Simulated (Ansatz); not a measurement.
# NaBr (SMILES [Na][Br]) at 6 levels

We compute a comparison of 6 runs (BHLYP/STO-3G, PBE/STO-3G, PBE0/STO-3G, UB3LYP/STO-3G, RPA@PBE/STO-3G, MP2/STO-3G) of NaBr. 

The results are computed with Ansatz 0.2.0.

28 further runs of the same task are left out: 5 that didn't finish, 23 set aside as unsound or not needed.

### Step 1. The structure to begin with

NaBr: 2 atoms, total charge 0, spin state singlet. SMILES: `[Na][Br]`. The Br2–Na1 distance was set to 3.761 Å, away from the relaxed value.

Bond lengths: Na1–Br2 3.761 Å.

### Step 2. A single-point energy at BHLYP/STO-3G (run 1)

in.yaml reads:

```yaml
crystal:
  periodic: [false, false, false]
  atoms:
    - {symbol: Na, position_ang: [2.134241, -0.758767, 1.074731]}
    - {symbol: Br, position_ang: [-1.067110, 0.379380, -0.537360]}
basis:
  gaussian: {orbitals: STO-3G}
magnetization: {spin_polarized: false}
hamiltonian: {xc: {name: BHLYP}}
accuracy: high
```

Started as:

```sh
$ ansatz run in.yaml --threads 1 --pin off --max-ram 3480MiB --events-out events.jsonl --progress --plain --runs-dir runs
```

The log of the run:

```text
Warning: RAYON_NUM_THREADS=1 ignored (pool sized by the plan → 1); use --threads N
Functional definition: BHLYP
  name "BHLYP"
  parameter a = 0.5
  exchange = (1 - a)*b88_x + a*exact_x
  correlation = lyp_c
334 factors; integrals over basis functions are off by at most 4.4e-9 eV
mean field evaluation 1: about -73641.6670 eV, gradient 1.3e1 eV
mean field evaluation 2: about -73642.0809 eV, gradient 6.4e0 eV
mean field evaluation 4: about -73642.1507 eV, gradient 3.5e-1 eV
mean field evaluation 8: about -73642.1601 eV, gradient 6.3e-3 eV
mean field evaluation 16: about -73642.1601 eV, gradient 9.6e-7 eV
mean field -73642.16012489 eV, -2706.2994681407 hartree, gradient 4.5e-8 eV, S^2 0.000000; 0 other end points of the search recorded, 0 dependent functions left out
reference -73642.16014286 eV, -2706.2994688010 hartree; 23, 23 occupied and 4, 4 virtual orbitals, 334 factors
Total energy: -73642.16014286 eV, -2706.2994688010 hartree
```

It took 0.87 s on 1 thread of Intel Xeon 6975P-C (Granite Rapids), shared host; peak memory 0.11 GiB.

### Step 3. A single-point energy at PBE/STO-3G (run 2)

job.yaml reads:

```yaml
crystal:
  periodic: [false, false, false]
  atoms:
    - {symbol: Na, position_ang: [2.134241, -0.758767, 1.074731]}
    - {symbol: Br, position_ang: [-1.067110, 0.379380, -0.537360]}
basis:
  gaussian: {orbitals: STO-3G}
hamiltonian: {xc: pbe}
accuracy: high
```

Started as:

```sh
$ ansatz run job.yaml --threads 1 --pin off --max-ram 3480MiB --events-out events.jsonl --progress --plain --runs-dir runs
```

The log of the run:

```text
Warning: RAYON_NUM_THREADS=1 ignored (pool sized by the plan → 1); use --threads N
Functional definition: PBE
  name "PBE"
  parameter kappa = 0.804
  parameter beta = 0.06672455060314922
  exchange = pbe_x(kappa = kappa, mu = beta*pi^2/3)
  correlation = pbe_c(beta = beta)
334 factors; integrals over basis functions are off by at most 4.4e-9 eV
mean field evaluation 1: about -73622.4004 eV, gradient 2.0e1 eV
mean field evaluation 2: about -73594.3363 eV, gradient 4.0e1 eV
mean field evaluation 4: about -73596.8337 eV, gradient 2.5e1 eV
mean field evaluation 8: about -73622.9877 eV, gradient 7.8e0 eV
mean field evaluation 16: about -73623.6613 eV, gradient 2.5e-5 eV
mean field -73623.66126645 eV, -2705.6196476319 hartree, gradient 1.2e-8 eV, S^2 0.000000; 1 other end points of the search recorded, 0 dependent functions left out
reference -73623.66126812 eV, -2705.6196476934 hartree; 23, 23 occupied and 4, 4 virtual orbitals, 334 factors
Total energy: -73623.66126812 eV, -2705.6196476934 hartree
```

Run time: 0.77 s. Hardware: 1 thread of Intel Xeon 6975P-C (Granite Rapids), shared host; peak memory 0.11 GiB.

Runs 3 to 5 aren't shown in full; the table further down has their settings and results.

### Step 4. A single-point energy at MP2/STO-3G (run 6)

input.yaml reads:

```yaml
basis:
  gaussian:
    orbitals: STO-3G
crystal:
  periodic: [false, false, false]
  atoms:
    - {symbol: Na, position_ang: [2.134241, -0.758767, 1.074731]}
    - {symbol: Br, position_ang: [-1.067110, 0.379380, -0.537360]}
correlation:
  method: mp2
  frozen_orbitals: {Br: 9, Na: 1}
accuracy: high
```

Started as:

```sh
$ ansatz run input.yaml --threads 1 --pin off --max-ram 3480MiB --events-out events.jsonl --progress --plain --runs-dir runs
```

The log of the run:

```text
Warning: RAYON_NUM_THREADS=1 ignored (pool sized by the plan → 1); use --threads N
Functional definition: HF
  name "HF"
  exchange = exact_x
  correlation = 0
334 factors; integrals over basis functions are off by at most 4.4e-9 eV
mean field evaluation 1: about -73591.8783 eV, gradient 1.1e1 eV
mean field evaluation 2: about -73591.8910 eV, gradient 1.1e1 eV
mean field evaluation 4: about -73592.1592 eV, gradient 3.8e-1 eV
mean field evaluation 8: about -73592.1633 eV, gradient 2.9e-4 eV
mean field -73592.16326510 eV, -2704.4621174325 hartree, gradient 2.2e-8 eV, S^2 0.000000; 0 other end points of the search recorded, 0 dependent functions left out
10 core orbitals not correlated: weight in the atoms' cores, before any rotation towards them, 1.000 or more for the frozen orbitals, at most 0.000 for the correlated occupied ones
reference -73592.16326510 eV, -2704.4621174325 hartree; 13, 13 occupied and 4, 4 virtual orbitals, 334 factors
second order -1.03998281 eV of doubles, -0.00000000 eV of singles
Total energy: -73593.20324790 eV, -2704.5003360957 hartree
```

Wall time 0.16 s (1 thread of Intel Xeon 6975P-C (Granite Rapids), shared host).

### Step 5. Overview of the runs

```tsv
run	level	frozen core orbitals	energy (Eh)	wall time
1	BHLYP/STO-3G	–	-2706.299469	0.87 s
2	PBE/STO-3G	–	-2705.619648	0.77 s
3	PBE0/STO-3G	–	-2705.873248	0.74 s
4	UB3LYP/STO-3G	–	-2706.172445	2 s
5	RPA@PBE/STO-3G	10	-2704.527905	1 s
6	MP2/STO-3G	10	-2704.500336	0.16 s
```

### Step 6. Summary of results

```
                                           quantity           value
                                run 6: total energy  -2704.50034 Eh
run 6: correlation energy (10 core orbitals frozen)       -38.2 mEh
```

**Reading.** Totals of different functionals can't be ranked against each other. In runs 1, 2, 3, 4, 5, 6 the basis is minimal, so the values are rough. All runs together took 5.6 s, the longest 2 s.
